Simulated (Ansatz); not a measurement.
**C4H9FOSi: how energies converge with the basis set**

The task here is to estimate one member of a computed series from the others.

Program: Ansatz 0.2.0, Gaussian basis. Level of theory: one geometry, several basis sets. These are calculated values, not measurements.

Levels to be run: PBE0-D4/def2-SVP; ωB97M-V/def2-SVP; PBE0-D4/def2-QZVPP; ωB97M-V/def2-QZVPP; the functionals' def2-TZVPP values are taken from earlier runs.

1 further run of the same task is left out (it didn't finish). Runs told in other sessions of the task aren't counted.

**Structure used throughout**

The geometry comes from an earlier relaxation with PBE0-D4 in a triple-zeta def2 set; it is a stationary point, not always the lowest conformer.

SMILES `CC(C)(C)O[Si]F`, 16 atoms, charge 0, spin multiplicity 1.

Atoms are counted from 1 here; the program's logs count them from 0.

Bond lengths: C1–C2 1.518 Å, C1–H8 1.092 Å, C1–H9 1.092 Å, C1–H10 1.092 Å, C2–C3 1.520 Å, C2–C4 1.520 Å, C2–O5 1.439 Å, C3–H11 1.092 Å, C3–H12 1.091 Å, C3–H13 1.092 Å, C4–H14 1.092 Å, C4–H15 1.091 Å, C4–H16 1.092 Å, O5–Si6 1.621 Å, Si6–F7 1.626 Å. Angles: C2–C1–H8 110.4°, C2–C1–H9 110.5°, C2–C1–H10 110.4°, H8–C1–H9 108.6°, H8–C1–H10 108.4°, H9–C1–H10 108.6°, C1–C2–C3 110.9°, C1–C2–C4 110.9°, C1–C2–O5 106.0°, C3–C2–C4 111.2°, C3–C2–O5 108.9°, C4–C2–O5 108.9°, C2–C3–H11 110.2°, C2–C3–H12 110.8°, C2–C3–H13 110.3°, H11–C3–H12 108.4°, H11–C3–H13 108.2°, H12–C3–H13 108.9° and more.

Set-up of the first run:

Contents of in.yaml:

```yaml
crystal:
  periodic: [false, false, false]
  atoms:
    - {symbol: C, position_ang: [-0.585665, -1.200787, -1.063398]}
    - {symbol: C, position_ang: [-0.119482, -0.081206, -0.150381]}
    - {symbol: C, position_ang: [1.352651, 0.224158, -0.375928]}
    - {symbol: C, position_ang: [-0.392931, -0.420686, 1.306076]}
    - {symbol: O, position_ang: [-0.895884, 1.075242, -0.512788]}
    - {symbol: Si, position_ang: [-1.067219, 2.631659, -0.093721]}
    - {symbol: F, position_ang: [0.011511, 2.837649, 1.105150]}
    - {symbol: H, position_ang: [-0.419451, -0.933134, -2.108513]}
    - {symbol: H, position_ang: [-0.038973, -2.121635, -0.849077]}
    - {symbol: H, position_ang: [-1.651574, -1.388301, -0.921236]}
    - {symbol: H, position_ang: [1.957613, -0.659794, -0.162083]}
    - {symbol: H, position_ang: [1.685250, 1.034224, 0.274905]}
    - {symbol: H, position_ang: [1.524699, 0.512794, -1.415059]}
    - {symbol: H, position_ang: [-1.460584, -0.590006, 1.461499]}
    - {symbol: H, position_ang: [-0.064892, 0.387669, 1.961332]}
    - {symbol: H, position_ang: [0.141931, -1.330547, 1.587420]}
basis:
  gaussian: {orbitals: def2-SVP}
hamiltonian: {xc: pbe0, dispersion: d4}
output: {orbitals: {seedname: orbitals}}
```

Launch:

```sh
$ ansatz run in.yaml --threads 4 --pin off --events-out ev --progress --plain --max-ram 11315MiB
```

Steps of the session up to this table: PBE0-D4 in def2-SVP; ωB97M-V in def2-SVP; PBE0-D4 in def2-QZVPP; ωB97M-V in def2-QZVPP.

One table of the session follows, with a row left open; its other results are not shown here.

It belongs to the step «Functionals by basis». 

| functional | basis | HOMO (eV) |
| --- | --- | --- |
| PBE0-D4 | def2-SVP | ? |
| PBE0-D4 | def2-TZVPP | -7.37 |
| PBE0-D4 | def2-QZVPP | -7.40 |
| ωB97M-V | def2-SVP | -9.42 |
| ωB97M-V | def2-TZVPP | -9.55 |
| ωB97M-V | def2-QZVPP | -9.58 |

Q: Estimate the row for PBE0-D4, def2-SVP from the others.

As computed: HOMO (eV): -7.27. In the column «HOMO (eV)» it is the highest.
